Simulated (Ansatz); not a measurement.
# C18H12: up Jacob's ladder to CCSD(T)

The task here is to estimate one member of a computed series from the others.

The runs use Ansatz 0.2.0, Gaussian basis; functionals in def2-TZVPP, the program's frozen cores in correlated methods.

The runs, in order: LDA (SPW92), PBE-D4, revPBE-D4, BLYP-D4, r2SCAN-D4, B97M-V, PBE0-D4, B3LYP-D4, r2SCANh-D4, r2SCAN0-D4, HSE06-D4, BHLYP-D4, CAM-B3LYP-D4, LC-ωPBE, ωB97X-V, ωB97M-V, B2PLYP, PBE-QIDH; CCSD(T)/def2-SVP; MP2/def2-TZVPP; MP2/def2-QZVPP; RPA on PBE.

## The geometry

An earlier PBE0-D4 in a triple-zeta def2 set relaxation fixed the geometry.

SMILES `c1ccc2c(c1)ccc1ccc3ccccc3c12`, 30 atoms, charge 0, spin multiplicity 1.

Atoms are counted from 1 here; the program's logs count them from 0.

Bond lengths: C1–C2 1.400 Å, C1–C6 1.369 Å, C1–H19 1.084 Å, C2–C3 1.372 Å, C2–H20 1.084 Å, C3–C4 1.411 Å, C3–H21 1.080 Å, C4–C5 1.421 Å, C4–C18 1.443 Å, C5–C6 1.407 Å, C5–C7 1.419 Å, C6–H22 1.085 Å, C7–C8 1.353 Å, C7–H23 1.085 Å, C8–C9 1.421 Å, C8–H24 1.085 Å, C9–C10 1.421 Å, C9–C18 1.405 Å and more. Angles: C2–C1–C6 119.2°, C2–C1–H19 120.3°, C6–C1–H19 120.5°, C1–C2–C3 120.6°, C1–C2–H20 119.9°, C3–C2–H20 119.5°, C2–C3–C4 121.7°, C2–C3–H21 118.6°, C4–C3–H21 119.5°, C3–C4–C5 116.9°, C3–C4–C18 123.8°, C5–C4–C18 119.1°, C4–C5–C6 120.0°, C4–C5–C7 119.8°, C6–C5–C7 120.1°, C1–C6–C5 121.2°, C1–C6–H22 120.5°, C5–C6–H22 118.3° and more.

The first run:

File in.yaml:

```yaml
crystal:
  periodic: [false, false, false]
  atoms:
    - {symbol: C, position_ang: [-1.202095, 3.813338, 0.848165]}
    - {symbol: C, position_ang: [-0.829856, 2.852231, 1.795342]}
    - {symbol: C, position_ang: [-0.393234, 1.612998, 1.398755]}
    - {symbol: C, position_ang: [-0.303771, 1.258869, 0.035808]}
    - {symbol: C, position_ang: [-0.568113, 2.282533, -0.913728]}
    - {symbol: C, position_ang: [-1.050294, 3.532330, -0.483470]}
    - {symbol: C, position_ang: [-0.270283, 2.067267, -2.284711]}
    - {symbol: C, position_ang: [0.339431, 0.925668, -2.678577]}
    - {symbol: C, position_ang: [0.569943, -0.136851, -1.763600]}
    - {symbol: C, position_ang: [1.241840, -1.305247, -2.213784]}
    - {symbol: C, position_ang: [1.456133, -2.351816, -1.383783]}
    - {symbol: C, position_ang: [0.890060, -2.359751, -0.082190]}
    - {symbol: C, position_ang: [0.974835, -3.514010, 0.717879]}
    - {symbol: C, position_ang: [0.310145, -3.599106, 1.912115]}
    - {symbol: C, position_ang: [-0.500330, -2.533052, 2.319665]}
    - {symbol: C, position_ang: [-0.568230, -1.382476, 1.574549]}
    - {symbol: C, position_ang: [0.168684, -1.226563, 0.381355]}
    - {symbol: C, position_ang: [0.138841, -0.033391, -0.429974]}
    - {symbol: H, position_ang: [-1.564019, 4.783604, 1.167546]}
    - {symbol: H, position_ang: [-0.867136, 3.092141, 2.851815]}
    - {symbol: H, position_ang: [-0.055171, 0.917533, 2.152602]}
    - {symbol: H, position_ang: [-1.270690, 4.284920, -1.233233]}
    - {symbol: H, position_ang: [-0.483858, 2.859027, -2.994531]}
    - {symbol: H, position_ang: [0.641852, 0.786975, -3.711017]}
    - {symbol: H, position_ang: [1.603640, -1.325973, -3.236181]}
    - {symbol: H, position_ang: [2.007136, -3.224452, -1.717317]}
    - {symbol: H, position_ang: [1.556495, -4.353124, 0.350909]}
    - {symbol: H, position_ang: [0.374432, -4.497798, 2.514300]}
    - {symbol: H, position_ang: [-1.095944, -2.621148, 3.221089]}
    - {symbol: H, position_ang: [-1.250423, -0.604676, 1.884220]}
basis:
  gaussian: {orbitals: def2-TZVPP}
hamiltonian: {xc: lda}
output: {orbitals: {seedname: orbitals}}
```

Run with:

```console
ansatz run in.yaml --threads 10 --pin off --events-out ev --progress --plain --max-ram 110592MiB --backend cuda --devices 0, --max-vram 75GiB
```

Steps of the session up to this table: LDA; PBE-D4 (GGA); revPBE-D4 (GGA); BLYP-D4 (GGA); r2SCAN-D4 (meta-GGA); B97M-V (meta-GGA); PBE0-D4 (hybrid); B3LYP-D4 (hybrid); r2SCANh-D4 (hybrid); r2SCAN0-D4 (hybrid); HSE06-D4 (hybrid); BHLYP-D4 (hybrid); CAM-B3LYP-D4 (range-separated); LC-ωPBE (range-separated); ωB97X-V (range-separated); ωB97M-V (range-separated); B2PLYP (double hybrid); PBE-QIDH (double hybrid).

One of the session's tables, all rows but one given; the rest of the session is left out.

It belongs to the step «Orbital energies across the functionals». 

| functional | HOMO (eV) | LUMO (eV) | gap (eV) |
| --- | --- | --- | --- |
| LDA (SPW92) | -5.48 | -2.52 | 2.96 |
| PBE-D4 | -5.26 | -2.27 | 2.99 |
| revPBE-D4 | -5.18 | -2.18 | 3.00 |
| BLYP-D4 | -5.05 | -2.08 | 2.97 |
| r2SCAN-D4 | -5.37 | -2.17 | 3.20 |
| B97M-V | -5.32 | -2.08 | 3.24 |
| PBE0-D4 | -6.05 | -1.52 | 4.53 |
| B3LYP-D4 | -5.85 | -1.65 | 4.21 |
| r2SCANh-D4 | -5.68 | -1.89 | 3.79 |
| r2SCAN0-D4 | -6.14 | -1.47 | 4.67 |
| HSE06-D4 | -5.68 | -1.88 | 3.81 |
| BHLYP-D4 | -6.65 | -0.58 | 6.07 |
| CAM-B3LYP-D4 | ? | ? | ? |
| LC-ωPBE | -8.24 | 0.32 | 8.56 |
| ωB97X-V | -7.93 | 0.35 | 8.28 |
| ωB97M-V | -7.87 | 0.30 | 8.18 |

**Question.** Estimate the row for CAM-B3LYP-D4.

The run gave: HOMO (eV): -7.08; LUMO (eV): -0.53; gap (eV): 6.55. In the column «HOMO (eV)» it lies between ωB97M-V (-7.87) and BHLYP-D4 (-6.65).
